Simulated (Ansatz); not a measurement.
# AlGa2: the cost of one run

Computed with Ansatz 0.2.0 (DFT PBE, scalar-relativistic, plane waves, PAW, unless a step's input says otherwise).

3 further runs of the same task are left out: 1 that didn't finish, 2 set aside as unsound or not needed. Runs told in other sessions of the task aren't counted.

## 1. The structure to begin with

It takes space group P-6m2 (No. 187, hexagonal). The conventional cell has a = 2.983 Å, b = 2.983 Å, c = 14.093 Å, α = 90.00°, β = 90.00°, γ = 120.00°. Around Al (site symmetry 3m) lie 6 Ga at 2.88 Å and 6 Al at 2.98 Å. Around Ga (site symmetry 3m) lie 3 Al at 2.88 Å and 9 Ga at 2.98 Å. Ga (site symmetry -6m2) is surrounded by 12 Ga at 2.98 Å. Ga (site symmetry -6m2) is surrounded by 6 Al at 2.88 Å and 6 Ga at 2.98 Å.

As a file:

```
CELL_PARAMETERS angstrom
2.98298 0.00000 0.00000
-1.49149 2.58334 0.00000
0.00000 0.00000 14.09335
ATOMIC_POSITIONS crystal
Al 0.66667 0.33333 0.33579
Al 0.66667 0.33333 0.66421
Ga 0.00000 0.00000 0.82785
Ga 0.66667 0.33333 0.00000
Ga 0.00000 0.00000 0.17215
Ga 0.00000 0.00000 0.50000
```

The cell was relaxed beforehand at this level, from a generated guess; it needn't be the stable form of this composition. At a tolerance of 0.05 Å it has space group P-6m2 (No. 187); it has 18.10 Å³/atom, an uncorrected energy of +0.05 eV/atom over the elements.

## 2. Static run: bands, density of states and charges

File input.yaml:

```yaml
crystal:
  lattice:
    - [2.9829802892, -2.89e-08, 0.0]
    - [-1.4914901196, 2.5833367238, 0.0]
    - [0.0, 0.0, 14.0933461]
  atoms:
    - { symbol: Al, position: [0.6666666667, 0.3333333333, 0.335794] }
    - { symbol: Al, position: [0.6666666667, 0.3333333333, 0.664206] }
    - { symbol: Ga, position: [0.0, 0.0, 0.827853] }
    - { symbol: Ga, position: [0.6666666667, 0.3333333333, 0.0] }
    - { symbol: Ga, position: [0.0, 0.0, 0.172147] }
    - { symbol: Ga, position: [0.0, 0.0, 0.5] }
basis:
  ecutwfc: 420
kpoints:
  mp_grid: { grid: [12, 12, 4] }
  band_path:
    path:
      - [[0.0, 0.0, 0.0], [0.5, 0.0, 0.0], [0.33333333, 0.33333333, 0.0], [0.0, 0.0, 0.0], [0.0, 0.0, 0.5], [0.5, 0.0, 0.5], [0.33333333, 0.33333333, 0.5], [0.0, 0.0, 0.5]]
      - [[0.5, 0.0, 0.5], [0.5, 0.0, 0.0]]
      - [[0.33333333, 0.33333333, 0.5], [0.33333333, 0.33333333, 0.0]]
    npoints: 14
hamiltonian:
  xc: pbe
scf:
  occupations: { method: gaussian, width: 0.1 }
  n_extra_bands: 15
output:
  forces: true
  stress: true
  eigenvalues: true
  populations: true
  dos: { projected: true, de: 0.02, nscf_kmesh: { grid: [15, 15, 5] } }
  bader: true
```

The run is started by

```
$ ansatz run input.yaml --threads 4 --pin off --max-ram 8192MiB --backend cpu --events-out ev --progress --plain --runs-dir out
```

What time and memory should one allow on 4 threads of Arm Neoverse N1, shared host?

About 46 s, with a peak of 0.67 GiB.
